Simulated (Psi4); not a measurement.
# One shape, several levels: triplet BClF2

Aim: a comparison of 6 runs (U-wB97M-V/aug-cc-pVDZ, UB3LYP/aug-cc-pVDZ, UBHLYP/aug-cc-pVDZ, UCAM-B3LYP/aug-cc-pVDZ, UM06-2X/aug-cc-pVDZ, UTPSS/aug-cc-pVDZ) of triplet BClF2. 

Program for the calculation: Psi4 1.11.

3 further runs of the same task are left out: 3 set aside as unsound or not needed.

### 1 Starting point

BClF2: 4 atoms, total charge 0, spin state triplet. SMILES of the parent species: `FB(F)Cl`. The coordinates come from a PBE0-D4/def2-TZVP relaxation. That shape belongs to the parent species and isn't relaxed for this state.

Bond lengths: F1–B2 1.310 Å, B2–F3 1.310 Å, B2–Cl4 1.740 Å. Angles: F1–B2–F3 119.0°, F1–B2–Cl4 120.5°, F3–B2–Cl4 120.5°.

### 2 The energy at U-wB97M-V/aug-cc-pVDZ (run 1)

input.inp reads:

```
memory 1.6 GB

molecule mol {
  0 3
  F     -0.173700    -1.254300    -0.546300
  B     -0.067100    -0.041300    -0.062000
  F     -1.011600     0.830100    -0.317700
  Cl     1.307900     0.405300     0.905700
  symmetry c1
  no_reorient
  no_com
}

set basis aug-cc-pVDZ
set reference uks
set puream true
set e_convergence 1e-09
set d_convergence 1e-08
set scf_type pk
set dft_radial_points 99
set dft_spherical_points 590
set maxiter 100

E, wfn = energy("wb97m-v", return_wfn=True)
```

The run is started by

```console
$ psi4 -i input.inp -o input.out -n 1
```

input.out:

```text
[...]
  Running in c1 symmetry.
[...]
  Nuclear repulsion =  142.136300753478139
[...]
  Multiplicity = 3
[...]
  Nalpha       = 21
  Nbeta        = 19
[...]
    Number of basis functions: 96
[...]
   @UKS iter   1:  -684.43160851309619   -1.32076e-01   5.52834e-03 ADIIS/DIIS
[...]
   @UKS iter  17:  -684.54951408559498   -1.09139e-11   8.40400e-09 DIIS
[...]
   @S^2 Observed:                2.003608425E+00
[...]
    Orbital Energies [Eh]
    ---------------------
    Alpha Occupied:
       1A   -102.048498     2A    -24.924279     3A    -24.924254
       4A     -9.807524     5A     -7.522448     6A     -7.504144
       7A     -7.499307     8A     -6.977117     9A     -1.363410
      10A     -1.336707    11A     -1.093457    12A     -0.701651
      13A     -0.651348    14A     -0.650419    15A     -0.607197
      16A     -0.581876    17A     -0.546055    18A     -0.542141
      19A     -0.541435    20A     -0.518640    21A     -0.155032
    Alpha Virtual:
      22A      0.011179    23A      0.039075    24A      0.044580
      25A      0.045585    26A      0.083167    27A      0.099539
[...]
  @UKS Final Energy:  -684.54951408559498
   => Energetics <=
    Nuclear Repulsion Energy =            142.1363007534781389
    One-Electron Energy =               -1228.2757428751583575
    Two-Electron Energy =                 441.5823930655903951
    DFT Exchange-Correlation Energy =     -40.1586607496570593
    Empirical Dispersion Energy =           0.0000000000000000
    VV10 Nonlocal Energy =                  0.1661957201518585
    Total Energy =                       -684.5495140855950922
[...]
 Multipole Moments:
 ------------------------------------------------------------------------------------
     Multipole            Electronic (a.u.)      Nuclear  (a.u.)        Total (a.u.)
 ------------------------------------------------------------------------------------
 L = 1.  Multiply by 2.5417464519 to convert [e a0] to [Debye]
 Dipole X            :        -20.0190086           21.2237031            1.2046945
 Dipole Y            :         -5.0239329            5.4155771            0.3916442
 Dipole Z            :        -12.9682921           13.8155987            0.8473067
 Magnitude           :                                                    1.5240087
[...]
```

Run time: 81 s. Hardware: 1 thread of Intel Xeon Platinum 8488C (Sapphire Rapids), shared host; peak memory 1 GiB.

### 3 Energy and forces at UB3LYP/aug-cc-pVDZ (run 2)

calc.dat reads:

```
memory 1600 MB

molecule molecule1 {
  0 3
  F     -0.32824543    -2.37028348    -1.03235738
  B     -0.12680062    -0.07804569    -0.11716302
  F     -1.91164695     1.56866166    -0.60036599
  Cl     2.47157280     0.76590600     1.71152495
  units bohr
  symmetry c1
}

set basis aug-cc-pVDZ
set reference uks
set puream true
set e_convergence 1e-09
set d_convergence 1e-08
set scf_type pk
set dft_radial_points 99
set dft_spherical_points 590
set maxiter 100

e, wfn = gradient("b3lyp", return_wfn=True)
print_variables()
```

The run is started by

```console
$ psi4 -n 1 calc.dat calc.out
```

calc.out:

```text
[...]
  Running in c1 symmetry.
[...]
  Nuclear repulsion =  142.136300707000061
[...]
  Multiplicity = 3
[...]
  Nalpha       = 21
  Nbeta        = 19
[...]
    Number of basis functions: 96
[...]
   @UKS iter   1:  -684.46392402883328    9.78686e-02   6.76466e-03 DIIS/ADIIS
[...]
   @UKS iter  14:  -684.65174661014350   -5.57066e-12   2.56154e-09 DIIS
[...]
   @S^2 Observed:                2.005002222E+00
[...]
    Orbital Energies [Eh]
    ---------------------
    Alpha Occupied:
       1A   -101.690039     2A    -24.722392     3A    -24.722362
       4A     -9.602219     5A     -7.372061     6A     -7.356759
       7A     -7.351475     8A     -6.827793     9A     -1.247938
      10A     -1.221433    11A     -0.959533    12A     -0.592656
      13A     -0.548911    14A     -0.546595    15A     -0.506728
      16A     -0.475985    17A     -0.449561    18A     -0.445781
      19A     -0.432679    20A     -0.429908    21A     -0.080618
    Alpha Virtual:
      22A     -0.023350    23A      0.022267    24A      0.024809
      25A      0.025066    26A      0.045333    27A      0.073230
[...]
  @UKS Final Energy:  -684.65174661014350
   => Energetics <=
    Nuclear Repulsion Energy =            142.1363007070000606
    One-Electron Energy =               -1228.5807310928680636
    Two-Electron Energy =                 444.7783171221061025
    DFT Exchange-Correlation Energy =     -42.9856333463817748
    Empirical Dispersion Energy =           0.0000000000000000
    VV10 Nonlocal Energy =                  0.0000000000000000
    Total Energy =                       -684.6517466101436185
[...]
 Multipole Moments:
 ------------------------------------------------------------------------------------
     Multipole            Electronic (a.u.)      Nuclear  (a.u.)        Total (a.u.)
 ------------------------------------------------------------------------------------
 L = 1.  Multiply by 2.5417464519 to convert [e a0] to [Debye]
 Dipole X            :         -0.0153888            0.9901965            0.9748077
 Dipole Y            :         -0.0047787            0.3216348            0.3168561
 Dipole Z            :         -0.0112912            0.6969061            0.6856149
 Magnitude           :                                                    1.2331730
[...]
  -Total Gradient:
     Atom            X                  Y                   Z
    ------   -----------------  -----------------  -----------------
       1       -0.005148009034     0.072665715493     0.022225190416
       2       -0.005559724304    -0.001661497106    -0.003956211229
       3        0.047842809518    -0.058946855629     0.007840884560
       4       -0.037120056753    -0.012052501931    -0.026099219149
[...]
```

It took 32 s on 1 thread of Intel Xeon Platinum 8488C (Sapphire Rapids), shared host; peak memory 0.76 GiB.

Runs 3 to 5 aren't shown in full; the table further down has their settings and results.

### 4 Energy and gradient at UTPSS/aug-cc-pVDZ (run 6)

calc.py reads:

```python
import psi4

psi4.set_memory(1600000000)
psi4.set_num_threads(1)
psi4.core.set_output_file('bclf2.out', False)

m = psi4.geometry("""
0 3
F     -0.173700    -1.254300    -0.546300
B     -0.067100    -0.041300    -0.062000
F     -1.011600     0.830100    -0.317700
Cl     1.307900     0.405300     0.905700
units angstrom
symmetry c1
""")

psi4.set_options({
    'basis': 'aug-cc-pVDZ',
    'reference': 'uks',
    'puream': True,
    'e_convergence': 1e-09,
    'd_convergence': 1e-08,
    'scf_type': 'pk',
    'dft_radial_points': 99,
    'dft_spherical_points': 590,
    'maxiter': 100,
})

e, wfn = psi4.gradient('tpss', molecule=m, return_wfn=True)
psi4.oeprop(wfn, 'MULLIKEN_CHARGES', 'QUADRUPOLE', 'WIBERG_LOWDIN_INDICES')
print('gradient / Eh bohr^-1')
print(e.np.round(6))
print(f'energy = {wfn.energy():.10f} Eh')
```

The run is started by

```console
$ python calc.py
```

bclf2.out, shortened:

```text
[...]
  Running in c1 symmetry.
[...]
  Nuclear repulsion =  142.136300753478139
[...]
  Multiplicity = 3
[...]
  Nalpha       = 21
  Nbeta        = 19
[...]
    Number of basis functions: 96
[...]
   @UKS iter   1:  -684.45034202852378    1.95949e-01   7.23532e-03 ADIIS/DIIS
[...]
   @UKS iter  15:  -684.68265083155075   -6.82121e-13   2.41232e-09 DIIS
[...]
   @S^2 Observed:                2.004524692E+00
[...]
  @UKS Final Energy:  -684.68265083155075
   => Energetics <=
    Nuclear Repulsion Energy =            142.1363007534781389
    One-Electron Energy =               -1228.6176895899052397
    Two-Electron Energy =                 455.1119370232929668
    DFT Exchange-Correlation Energy =     -53.3131990184164906
    Empirical Dispersion Energy =           0.0000000000000000
    VV10 Nonlocal Energy =                  0.0000000000000000
    Total Energy =                       -684.6826508315507454
[...]
  -Total Gradient:
     Atom            X                  Y                   Z
    ------   -----------------  -----------------  -----------------
       1       -0.000260310454     0.082421104675     0.028502423334
       2       -0.023584788975    -0.007515041683    -0.016643441892
       3        0.058538642328    -0.063640504548     0.012533358760
       4       -0.034666604973    -0.011256810358    -0.024373183349
[...]
 Multipole Moments:
 ------------------------------------------------------------------------------------
     Multipole            Electronic (a.u.)      Nuclear  (a.u.)        Total (a.u.)
 ------------------------------------------------------------------------------------
 L = 1.  Multiply by 2.5417464519 to convert [e a0] to [Debye]
 Dipole X            :         -0.2819402            0.9901965            0.7082563
 Dipole Y            :         -0.0914085            0.3216348            0.2302263
 Dipole Z            :         -0.1989426            0.6969061            0.4979635
 Magnitude           :                                                    0.8958788
 L = 2.  Multiply by 1.3450342976 to convert [e a0^2] to [Debye ang]
 Quadrupole XX       :       -146.9756624          126.5504427          -20.4252197
 Quadrupole XY       :         -9.2872077            9.3786166            0.0914089
[...]
  Mulliken Charges: (a.u.)
   Center  Symbol    Alpha    Beta     Spin     Total
[...]
```

The script printed:

```text
gradient / Eh bohr^-1
[[-0.00026   0.082421  0.028502]
 [-0.023585 -0.007515 -0.016643]
 [ 0.058539 -0.063641  0.012533]
 [-0.034667 -0.011257 -0.024373]]
energy = -684.6826508316 Eh
```

Wall time 58 s (1 thread of Intel Xeon Platinum 8488C (Sapphire Rapids), shared host); peak memory 0.96 GiB.

### 5 All runs side by side

```tsv
run	level	task	energy (Eh)	dipole moment (D)	HOMO energy (eV)	⟨S²⟩	wall time
1	U-wB97M-V/aug-cc-pVDZ	energy	-684.549514	3.87	-4.22	2.004	81 s
2	UB3LYP/aug-cc-pVDZ	gradient	-684.651747	3.13	-2.19	2.005	32 s
3	UBHLYP/aug-cc-pVDZ	energy	-684.547548	4.23	-3.29	2.007	19 s
4	UCAM-B3LYP/aug-cc-pVDZ	gradient	-684.585359	3.78	-3.62	2.005	48 s
5	UM06-2X/aug-cc-pVDZ	energy	-684.537869	4.07	-3.19	2.006	35 s
6	UTPSS/aug-cc-pVDZ	gradient	-684.682651	2.28	-1.41	2.005	58 s
```

### 6 Outcome

| quantity | value |
| --- | --- |
| run 6: total energy | -684.68265 Eh |
| run 6: dipole moment | 2.28 D |
| run 6: HOMO energy (highest over α and β) | -1.41 eV |
| run 6: ⟨S²⟩ | 2.005 |
| run 6: largest force on an atom | 4.493 eV/Å |

The dipole moment (its size) runs from 2.28 D (UTPSS/aug-cc-pVDZ) to 4.23 D (UBHLYP/aug-cc-pVDZ). Totals of different functionals can't be ranked against each other. All runs together took 4.5 min, the longest 81 s.
